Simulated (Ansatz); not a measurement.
## BeAu3 under changes of volume

One of the cells (16.141 Å³/atom); the others are scaled copies at fixed shape and fractional positions:

```xyz
4
Lattice="4.0117 0.0000 0.0000 0.0000 4.0117 0.0000 0.0000 0.0000 4.0117" Properties=species:S:1:pos:R:3 pbc="T T T"
Au    2.0059    2.0059    0.0000
Au    2.0059    0.0000    2.0059
Au    0.0000    2.0059    2.0059
Be    0.0000    0.0000    0.0000
```

The cell comes from a database or a generator and needn't be the stable form of this composition.

* Program: Ansatz 0.2.0
* Functional: PBE
* Potentials or basis: Ansatz PAW
* Cutoff: 420 eV (not typed: the program's choice for these potentials)
* k mesh: 7 × 7 × 7
* Occupations: fermi-dirac, width 0.05 eV
* Spin: no spin polarisation

```tsv
volume (Å³/atom)	energy over the lowest point (meV/atom)	pressure (GPa)
15.172	20.99	8.9
15.495	6.98	5.1
15.818	0.28	1.7
16.141	0.00	-1.3
16.464	?	?
16.787	15.66	-6.1
17.109	30.18	-8.1
```

**Question.** What does the run at 16.464 Å³/atom give?

**Answer.** Energy over the lowest point 5.37 meV/atom; pressure -3.9 GPa.

Worked out: A Birch-Murnaghan fit of order 3 (a polynomial in V^(-2/3)) to the other rows has its minimum at 15.99 Å³/atom with B0 = V·E''(V) = 147 GPa and B' = 5.6. It gives 5.37 meV/atom at 16.464 Å³/atom, against the run's 5.37, and -dE/dV = -3.9 GPa, against -3.9.

Energies are extrapolated to zero smearing.
